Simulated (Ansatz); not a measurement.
# Si3B: the cost of one run

Method: DFT PBE, scalar-relativistic, plane waves, PAW, in Ansatz 0.2.0.

### Step 1. The starting structure

It takes space group P4/mmm (No. 123, tetragonal). Conventional cell: a = 3.776 Å, b = 3.776 Å, c = 3.985 Å, α = 90.00°, β = 90.00°, γ = 90.00°. Around Si (site symmetry 4/mmm) lie 4 B at 2.67 Å and 8 Si at 2.74 Å. Si (site symmetry mmm) has 8 Si at 2.67 to 2.74 Å and 4 B at 2.74 Å as nearest neighbours. Around B (site symmetry 4/mmm) lie 12 Si at 2.67 to 2.74 Å.

As a file:

```
CELL_PARAMETERS angstrom
3.77612 0.00000 0.00000
0.00000 3.77612 0.00000
0.00000 0.00000 3.98499
ATOMIC_POSITIONS crystal
Si 0.00000 0.00000 0.50000
Si 0.00000 0.50000 0.00000
Si 0.50000 0.00000 0.00000
B 0.50000 0.50000 0.50000
```

Recipe of the guess: random cell by space group and Wyckoff sites (P4/mmm, No. 123). Its size is a rough estimate.

### Step 2. The guess as it stands, on a coarse mesh

input.yaml reads:

```yaml
crystal:
  lattice:
    - [3.77611553, 0.0, 0.0]
    - [0.0, 3.77611553, 0.0]
    - [0.0, 0.0, 3.98499334]
  atoms:
    - { symbol: Si, position: [0.0, 0.0, 0.5] }
    - { symbol: Si, position: [0.0, 0.5, 0.0] }
    - { symbol: Si, position: [0.5, 0.0, 0.0] }
    - { symbol: B, position: [0.5, 0.5, 0.5] }
basis:
  ecutwfc: 420
kpoints:
  mp_grid: { grid: [4, 4, 4] }
hamiltonian:
  xc: pbe
scf:
  occupations: { method: gaussian, width: 0.1 }
  lower_state_search: "off"
output:
  forces: true
  stress: true
  eigenvalues: true
```

Command:

```bash
$ ansatz run input.yaml --threads 1 --pin off --max-ram 2560MiB --backend cpu --events-out ev --progress --plain --runs-dir out
```

Q: Estimate wall time and peak memory on 1 thread of Intel Xeon at 2.70GHz, shared host.

About 1.5 s, with a peak of 0.31 GiB.
